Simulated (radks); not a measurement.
# Gd²⁷⁺ in [Kr] 5s1: an all-electron calculation

What are the levels of the gadolinium ion Gd27+, how large are its shells, and how does its energy divide?

Program: radks (a radial shooting solver on a logarithmic mesh, Libxc functionals) version 1. Level of theory: Dirac Kohn-Sham, LDA (Slater exchange, Perdew-Wang correlation), spin-unpolarised, spherical densities, finite nucleus. These are calculated values, not measurements, unless marked.

### Step 1. The atom as given

| Item | Value |
| --- | --- |
| element | gadolinium (Z = 64) |
| charge | +27 |
| electrons | 37 |
| configuration | [Kr] 5s1 |
| nuclear rms radius | 5.1569 fm |

The outer shells:

Gd²⁷⁺
```
[Kr] core
5s [↑ ]
```

### Step 2. The calculation

The run's settings:

```text
Z 64
configuration [Kr] 5s1 4d0 5p0 6s0 4f0
relativity Dirac
functional lda,pw
spin unpolarised
j_filling energy
nucleus finite rms 5.1569 fm
c 137.035999084
```

Command:

```sh
> python run_ks.py task.json out
```

The same process makes all the runs of this session.

What does the calculation give?

**Answer**, as computed:

```
                        quantity                    value
                    total energy      -10911.2698 hartree
exchange-correlation share of it                   1.89 %
                            −T/E                   1.0934
          highest occupied level        5s1/2, -638.67 eV
    most extended occupied level  5s1/2, <r> = 0.889 bohr
 radius at density 0.001 e/bohr³                1.66 bohr
    maxima of the radial density                        3
```

What this shows: 5 principal shells are occupied and 3 maxima appear in the radial density; where shells overlap, one shows as a shoulder or not at all. Relativity lifts −T/E to 1.093. This is not the tabulated ground configuration, so its levels and sizes aren't those of the ground state, and no measured value stands beside it.
